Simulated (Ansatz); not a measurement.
# CH6MoN2O2: a ladder of functionals and wavefunction methods

The task here is to estimate one member of a computed series from the others.

Program: Ansatz 0.2.0, Gaussian basis. Level of theory: functionals in def2-TZVPP, the program's frozen cores in correlated methods. These are calculated values, not measurements.

The runs, in order: LDA (SPW92), PBE-D4, revPBE-D4, BLYP-D4, r2SCAN-D4, B97M-V, PBE0-D4, B3LYP-D4, r2SCANh-D4, r2SCAN0-D4, HSE06-D4, BHLYP-D4, CAM-B3LYP-D4, LC-ωPBE, ωB97X-V, ωB97M-V, B2PLYP, PBE-QIDH; CCSD(T)/def2-SVP; MP2/def2-TZVPP; MP2/def2-QZVPP; RPA on PBE.

## Structure used throughout

An earlier PBE0-D4 in a triple-zeta def2 set relaxation fixed the geometry. Mo takes the def2 core potential; no spin-orbit term is included.

SMILES `C[O][Mo](=[NH])(=[NH])[OH]`, 12 atoms, charge 0, spin multiplicity 1.

Atoms are counted from 1 here; the program's logs count them from 0.

Bond lengths: C1–O2 1.402 Å, C1–H7 1.094 Å, C1–H8 1.095 Å, C1–H9 1.095 Å, O2–Mo3 1.870 Å, Mo3–N4 1.728 Å, Mo3–N5 1.727 Å, Mo3–O6 1.896 Å, N4–H10 1.011 Å, N5–H11 1.010 Å, O6–H12 0.960 Å. Angles: O2–C1–H7 109.2°, O2–C1–H8 109.6°, O2–C1–H9 111.6°, H7–C1–H8 108.6°, H7–C1–H9 108.9°, H8–C1–H9 109.0°, C1–O2–Mo3 133.3°, O2–Mo3–N4 108.3°, O2–Mo3–N5 108.5°, O2–Mo3–O6 111.9°, N4–Mo3–N5 111.1°, N4–Mo3–O6 107.8°, N5–Mo3–O6 109.3°, Mo3–N4–H10 152.9°, Mo3–N5–H11 156.6°, Mo3–O6–H12 118.5°.

As a file:

```mol
CH6MoN2O2
  3D, bonds by distance, orders not assigned

 12 11  0  0  0  0  0  0  0  0999 V2000
   -1.2182   -0.7434   -1.6357 C   0  0
   -0.0226   -0.7498   -0.9027 O   0  0
    0.6097    0.2762    0.5270 Mo  0  0
   -0.6995    1.2292    1.1313 N   0  0
    1.2154   -0.7902    1.7425 N   0  0
    1.9888    1.4614   -0.0098 O   0  0
   -0.9863   -0.6396   -2.7000 H   0  0
   -1.7462   -1.6904   -1.4848 H   0  0
   -1.8719    0.0811   -1.3340 H   0  0
   -1.3431    1.5174    1.8554 H   0  0
    1.2538   -1.2390    2.6459 H   0  0
    2.8973    1.2317    0.1989 H   0  0
  1  2  8  0
  2  3  8  0
  3  4  8  0
  3  5  8  0
  3  6  8  0
  1  7  8  0
  1  8  8  0
  1  9  8  0
  4 10  8  0
  5 11  8  0
  6 12  8  0
M  END
```

The first run:

in.yaml

```yaml
crystal:
  periodic: [false, false, false]
  atoms:
    - {symbol: C, position_ang: [-1.218183, -0.743409, -1.635662]}
    - {symbol: O, position_ang: [-0.022624, -0.749820, -0.902695]}
    - {symbol: Mo, position_ang: [0.609675, 0.276218, 0.527042]}
    - {symbol: N, position_ang: [-0.699502, 1.229249, 1.131332]}
    - {symbol: N, position_ang: [1.215413, -0.790164, 1.742466]}
    - {symbol: O, position_ang: [1.988841, 1.461422, -0.009813]}
    - {symbol: H, position_ang: [-0.986300, -0.639632, -2.699997]}
    - {symbol: H, position_ang: [-1.746168, -1.690426, -1.484844]}
    - {symbol: H, position_ang: [-1.871875, 0.081149, -1.333955]}
    - {symbol: H, position_ang: [-1.343118, 1.517374, 1.855372]}
    - {symbol: H, position_ang: [1.253756, -1.238976, 2.645943]}
    - {symbol: H, position_ang: [2.897287, 1.231715, 0.198909]}
basis:
  gaussian: {orbitals: def2-TZVPP}
hamiltonian: {xc: lda}
output: {orbitals: {seedname: orbitals}}
```

On the command line:

```
> ansatz run in.yaml --threads 4 --pin off --events-out ev --progress --plain --max-ram 11315MiB
```

Steps of the session up to this table: LDA; PBE-D4 (GGA); revPBE-D4 (GGA); BLYP-D4 (GGA); r2SCAN-D4 (meta-GGA); B97M-V (meta-GGA); B3LYP-D4 (hybrid); r2SCANh-D4 (hybrid); r2SCAN0-D4 (hybrid); HSE06-D4 (hybrid); BHLYP-D4 (hybrid); CAM-B3LYP-D4 (range-separated); LC-ωPBE (range-separated); ωB97X-V (range-separated); ωB97M-V (range-separated); B2PLYP (double hybrid); PBE-QIDH (double hybrid).

One table of the session follows, with a row left open; its other results are not shown here.

It belongs to the step «Orbital energies across the functionals». 

```
  functional  HOMO (eV)  gap (eV)
 LDA (SPW92)      -6.30      4.22
      PBE-D4      -6.12      4.23
   revPBE-D4      -6.05      4.24
     BLYP-D4      -6.00      4.20
   r2SCAN-D4      -6.41      4.59
      B97M-V      -6.47      4.69
     PBE0-D4      -7.50      6.36
    B3LYP-D4      -7.27      5.90
  r2SCANh-D4      -6.92      5.39
  r2SCAN0-D4      -7.70      6.61
    HSE06-D4      -7.09      5.59
    BHLYP-D4          ?         ?
CAM-B3LYP-D4      -8.86      8.78
     LC-ωPBE     -10.17     11.23
     ωB97X-V      -9.83     10.81
     ωB97M-V      -9.76     10.65
```

Estimate the missing values for BHLYP-D4.

Worked estimate for «HOMO (eV)». Against the share of exact exchange, BLYP-D4 (0, -6.00), B3LYP-D4 (0.2, -7.27) give a slope of -6.35 per unit share; at 0.5 the line stands at -9.17.

**Answer.** HOMO (eV): -8.78; gap (eV): 8.53. In «HOMO (eV)» the line misses by -0.39.
